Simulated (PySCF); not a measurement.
**Solver options tried on SnAs**

The same problem is solved with other solver options, one edit a run.

The runs use PySCF 2.14.0; method and basis as typed in the scripts.

7 further runs of the same task are left out: 2 for a known fault of the program, 5 that didn't finish.

**1. The starting structure**

SnAs: 2 atoms, charge 0, spin multiplicity 2.

Bond lengths: Sn1–As2 2.525 Å.

**2. The run that the others are compared with**

input.py reads:

```python
from pyscf import gto, scf, mp

mol = gto.M(
    atom='Sn 0 0 0; As 0 0 2.525',
    basis='def2-svp',
    ecp={'Sn': 'def2-svp'},
    charge=0,
    spin=1,
    verbose=3,
)
mf = scf.UHF(mol)
mf.kernel()
mp.MP2(mf).kernel()
mf.dip_moment()
print('orbital energies (hartree):', [e[max(0, n-3):n+3].round(4) for e, n in zip(mf.mo_energy, mol.nelec)])
```

Launch:

```sh
$ OMP_NUM_THREADS=1 python input.py
```

Its log is not repeated here.

In short: E(SCF) = -2447.227234 Eh, E(MP2) − E(SCF) = -0.37524 Eh, ⟨S²⟩ = 0.782, μ = 3.12 D (of the SCF density).

The bond length is a typed value, not an optimised one.

**3. Convergence threshold 1e-13 hartree**

Edit 1 changes convergence threshold: default → 1e-13 hartree.

input.py reads:

```python
from pyscf import gto, scf, mp

mol = gto.M(
    atom='Sn 0 0 0; As 0 0 2.525',
    basis='def2-svp',
    ecp={'Sn': 'def2-svp'},
    charge=0,
    spin=1,
    verbose=3,
)
mf = scf.UHF(mol)
mf.conv_tol = 1e-13
mf.kernel()
mp.MP2(mf).kernel()
mf.dip_moment()
print('orbital energies (hartree):', [e[max(0, n-3):n+3].round(4) for e, n in zip(mf.mo_energy, mol.nelec)])
```

Launch:

```sh
$ OMP_NUM_THREADS=1 python input.py
```

**4. Level shift 0.1 hartree**

Edit 2 changes level shift: none → 0.1 hartree.

input.py, as its differences from that of step 2:

```diff
@@ -11,2 +11,3 @@
 mf = scf.UHF(mol)
+mf.level_shift = 0.1
 mf.kernel()
```

**5. Initial guess chk**

Edit 3 changes initial guess: minao → chk.

input.py, as its differences from that of step 2:

```diff
@@ -11,2 +11,3 @@
 mf = scf.UHF(mol)
+mf.init_guess = 'chk'
 mf.kernel()
```

**6. Second-order solver on**

Edit 4 changes second-order solver: off → on.

input.py, as its differences from that of step 2:

```diff
@@ -11,2 +11,3 @@
 mf = scf.UHF(mol)
+mf = mf.newton()
 mf.kernel()
```

**7. Initial guess mod_huckel**

Edit 5 changes initial guess: minao → mod_huckel.

input.py, as its differences from that of step 2:

```diff
@@ -11,2 +11,3 @@
 mf = scf.UHF(mol)
+mf.init_guess = 'mod_huckel'
 mf.kernel()
```

Before running it: what results should come out? Wanted: for each run, E(SCF); from base; SCF dipole; after the SCF.

**Answer**, as computed:

| run | E(SCF) (hartree) | from base (eV) | SCF dipole (D) | after the SCF |
| --- | --- | --- | --- | --- |
| base | -2447.227234 | 0 | 3.12 | MP2 correlation -10.211 eV |
| convergence threshold 1e-13 hartree | -2447.227234 | 0.0000 | 3.12 | MP2 correlation -10.211 eV |
| level shift 0.1 hartree | -2447.227234 | 0.0000 | 3.12 | MP2 correlation -10.211 eV |
| initial guess chk | -2447.227234 | 0.0000 | 3.12 | MP2 correlation -10.211 eV |
| second-order solver on | -2447.257952 | -0.8359 | 0.08 | MP2 correlation -8.683 eV |
| initial guess mod_huckel | -2447.121768 | +2.8699 | 2.96 | MP2 correlation -9.516 eV |

With convergence threshold 1e-13 hartree or level shift 0.1 hartree or initial guess chk the SCF ends at the base energy. PySCF falls back to minao for a guess that it doesn't know or can't read, so that run repeats the base. Of the runs whose energies can be compared, “initial guess mod_huckel” moves the SCF energy most (+2.870 eV). With second-order solver on the SCF ends in another solution, 0.84 eV lower: the path to self-consistency decides the state here. With initial guess mod_huckel the SCF ends in another solution, 2.87 eV higher: the path to self-consistency decides the state here.
